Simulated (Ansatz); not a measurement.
A first try at a run that restarts from a saved state of SbPb, space group Cmmm, using Ansatz 0.2.0, Python API.

`sbpb.py`:
```python
"""Two stages for SbPb: converge the density, then read it back for bands."""

import argparse

import ansatz
import numpy as np


def main() -> None:
    vectors = np.array([
        [2.075821, -2.680329, 0.0],
        [2.075821, 2.680329, 0.0],
        [0.0, 0.0, 5.453475],
    ])
    system = (
        ansatz.Lattice.of(vectors)
        .atom("Sb", [0.5, 0.5, 0.5])
        .atom("Pb", [0.0, 0.0, 0.0])
    )

    parser = argparse.ArgumentParser()
    parser.add_argument("stage", choices=["scf", "bands"])
    stage = parser.parse_args().stage
    calculation = system.calculation()
    calculation = calculation.basis(650)
    calculation = calculation.functional("r2SCAN")
    calculation = calculation.kpoints(length=24)
    calculation = calculation.occupations("fermi_dirac", width=0.1)
    calculation = calculation.pseudopotentials("paw")
    calculation = calculation.charge(3)
    calculation = calculation.scf(max_iterations=95)
    if stage == "scf":
        r = calculation.checkpoint(write="state").run().report
        print(f"F = {r['free_energy_ev']:.5f} eV after {r['n_iterations']} iterations, saved")
    else:
        points = {"G": (0.0, 0.0, 0.0), "S": (0.0, 0.5, 0.0), "R": (0.0, 0.5, 0.5), "Z": (0.0, 0.0, 0.5), "T": (-0.5, 0.5, 0.5)}
        done = calculation.checkpoint(read="state", post_process_only=True).band_structure(list(points.values()), intervals=1).run()
        bands = done.band_structure()
        for label, levels in zip(points, bands.channels[0].eigenvalues_ev - bands.fermi_energy_ev):
            print(f"{label:3s}", " ".join(f"{e:7.3f}" for e in levels if abs(e) < 6))


if __name__ == "__main__":
    main()
```

Running `python sbpb.py scf` prints:
```text
F = -18447.99061 eV after 10 iterations, saved
```

Output of `python sbpb.py bands`:
```text
G    -5.995  -1.785   4.125   5.562
S    -5.999  -0.705   0.934   1.287   2.971   5.374
R    -5.630  -2.357  -1.519   4.954   5.012
Z     2.171   4.031   4.723   5.843
T    -5.764  -4.283  -1.289   0.693   0.984   2.720   3.227
```

The script ran to its end, but the result can't be trusted. Why?

The fault: the net charge is wrong for this system. Mended:

```diff
--- before
+++ after
@@ -29,3 +29,2 @@
     calculation = calculation.pseudopotentials("paw")
-    calculation = calculation.charge(3)
     calculation = calculation.scf(max_iterations=95)
```

With that change:

Running `python sbpb.py scf` prints:
```text
F = -18419.64454 eV after 7 iterations, saved
```

Output of `python sbpb.py bands`:
```text
G    -4.724   1.677   3.250
S    -3.203  -2.318  -1.256  -0.194   3.134   4.722
R    -5.089  -4.703   2.400   2.596   4.511   5.687
Z    -0.203   1.081   2.496   3.717   4.493   5.745
T    -3.767  -2.757  -1.429  -0.056   0.258   1.261
```

What to keep in mind:
- Absolute energies stand on the zero of these potentials, so only differences at equal settings mean something. A total without «per atom» is that of the cell as typed.
- The computed bands are complete only to about 4.3 eV above the Fermi level.
- For a metal this k-point mesh is coarse: on a finer one energies can move by several to tens of meV an atom and pressures by half a GPa or more, differences at one mesh by less.
- Spin-orbit coupling, which matters for elements this heavy, is left out.
- The structure comes from a database of computed cells and needn't be a stable or known phase.
- Levels are Kohn-Sham eigenvalues on this mesh, without spin-orbit coupling.
- The whole script took 21 s on 1 thread of Arm Neoverse V1 (shared host), peak memory 0.59 GiB.
